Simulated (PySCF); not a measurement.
**Br2: changing the method**

Aim: see what other levels and later steps give for Br2.

The runs use PySCF 2.14.0; each script names its method and basis.

2 further runs of the same task are left out: 2 that didn't finish.

### 1 The starting structure

Br2: 2 atoms, charge 0, spin multiplicity 1.

Bond lengths: Br1–Br2 2.007 Å.

### 2 Base script

Contents of input.py:

```python
from pyscf import gto, scf, mp

mol = gto.M(
    atom='Br 0 0 0; Br 0 0 2.007',
    basis='3-21g',
    charge=0,
    spin=0,
    symmetry=True,
    verbose=4,
)
mf = scf.UHF(mol)
mf.kernel()
mp.MP2(mf).kernel()
mf.dip_moment()
print('orbital energies (hartree):', [e[max(0, n-3):n+3].round(4) for e, n in zip(mf.mo_energy, mol.nelec)])
```

On the command line:

```
OMP_NUM_THREADS=1 python input.py
```

### 3 Population analysis

Run 1 changes step after the SCF: mp2 → analyze.

Contents of input.py:

```python
from pyscf import gto, scf

mol = gto.M(
    atom='Br 0 0 0; Br 0 0 2.007',
    basis='3-21g',
    charge=0,
    spin=0,
    symmetry=True,
    verbose=4,
)
mf = scf.UHF(mol)
mf.kernel()
mf.analyze()
print('orbital energies (hartree):', [e[max(0, n-3):n+3].round(4) for e, n in zip(mf.mo_energy, mol.nelec)])
```

### 4 Bp86 (UKS)

Run 2 changes functional: none (Hartree–Fock) → bp86; SCF type: UHF → UKS; step after the SCF: mp2 → analyze.

Contents of input.py:

```python
from pyscf import gto, dft

mol = gto.M(
    atom='Br 0 0 0; Br 0 0 2.007',
    basis='3-21g',
    charge=0,
    spin=0,
    symmetry=True,
    verbose=4,
)
mf = dft.UKS(mol, xc='bp86')
mf.kernel()
mf.analyze()
print('orbital energies (hartree):', [e[max(0, n-3):n+3].round(4) for e, n in zip(mf.mo_energy, mol.nelec)])
```

### 5 Frozen orbitals 18

Run 3 changes frozen orbitals: none → 18.

Edit input.py of step 2 so:

```diff
@@ -12,3 +12,3 @@
 mf.kernel()
-mp.MP2(mf).kernel()
+mp.MP2(mf, frozen=18).kernel()
 mf.dip_moment()
```

### 6 Mn15 (UKS)

Run 4 changes functional: none (Hartree–Fock) → mn15; SCF type: UHF → UKS; step after the SCF: mp2 → analyze.

Contents of input.py:

```python
from pyscf import gto, dft

mol = gto.M(
    atom='Br 0 0 0; Br 0 0 2.007',
    basis='3-21g',
    charge=0,
    spin=0,
    symmetry=True,
    verbose=4,
)
mf = dft.UKS(mol, xc='mn15')
mf.kernel()
mf.analyze()
print('orbital energies (hartree):', [e[max(0, n-3):n+3].round(4) for e, n in zip(mf.mo_energy, mol.nelec)])
```

### 7 Pbe0 (UKS)

Run 5 changes functional: none (Hartree–Fock) → pbe0; SCF type: UHF → UKS; step after the SCF: mp2 → analyze.

Contents of input.py:

```python
from pyscf import gto, dft

mol = gto.M(
    atom='Br 0 0 0; Br 0 0 2.007',
    basis='3-21g',
    charge=0,
    spin=0,
    symmetry=True,
    verbose=4,
)
mf = dft.UKS(mol, xc='pbe0')
mf.kernel()
mf.analyze()
print('orbital energies (hartree):', [e[max(0, n-3):n+3].round(4) for e, n in zip(mf.mo_energy, mol.nelec)])
```

### 8 M062x (UKS)

Run 6 changes functional: none (Hartree–Fock) → m062x; SCF type: UHF → UKS; step after the SCF: mp2 → analyze.

Contents of input.py:

```python
from pyscf import gto, dft

mol = gto.M(
    atom='Br 0 0 0; Br 0 0 2.007',
    basis='3-21g',
    charge=0,
    spin=0,
    symmetry=True,
    verbose=4,
)
mf = dft.UKS(mol, xc='m062x')
mf.kernel()
mf.analyze()
print('orbital energies (hartree):', [e[max(0, n-3):n+3].round(4) for e, n in zip(mf.mo_energy, mol.nelec)])
```

Q: Predict the outcome of this session. Wanted: for each run, E(SCF); from base; gap; after the SCF.

**Answer**, as computed:

```csv
run,E(SCF) (hartree),from base (eV),cycles,gap (eV),after the SCF
base,-5119.989830,0,7,12.81,MP2 correlation -1.940 eV
population analysis,-5119.989830,0.0000,7,12.81,n/a
bp86 (UKS),-5123.959288,not comparable,6,3.76,n/a
frozen orbitals 18,-5119.989830,0.0000,7,12.81,"MP2 correlation -1.798 eV, core frozen"
mn15 (UKS),-5122.986955,not comparable,6,7.43,n/a
pbe0 (UKS),-5122.842262,not comparable,6,6.06,n/a
m062x (UKS),-5123.591280,not comparable,6,8.24,n/a
```

The gap between the frontier levels is 3.8 eV with bp86 (0 % exact exchange) and 8.2 eV with m062x (54 %): exact exchange opens it. Total energies of different functionals can't be compared with each other; differences within one functional can. The dearest run is “mn15 (UKS)”, at 3.9 s against 1 s.
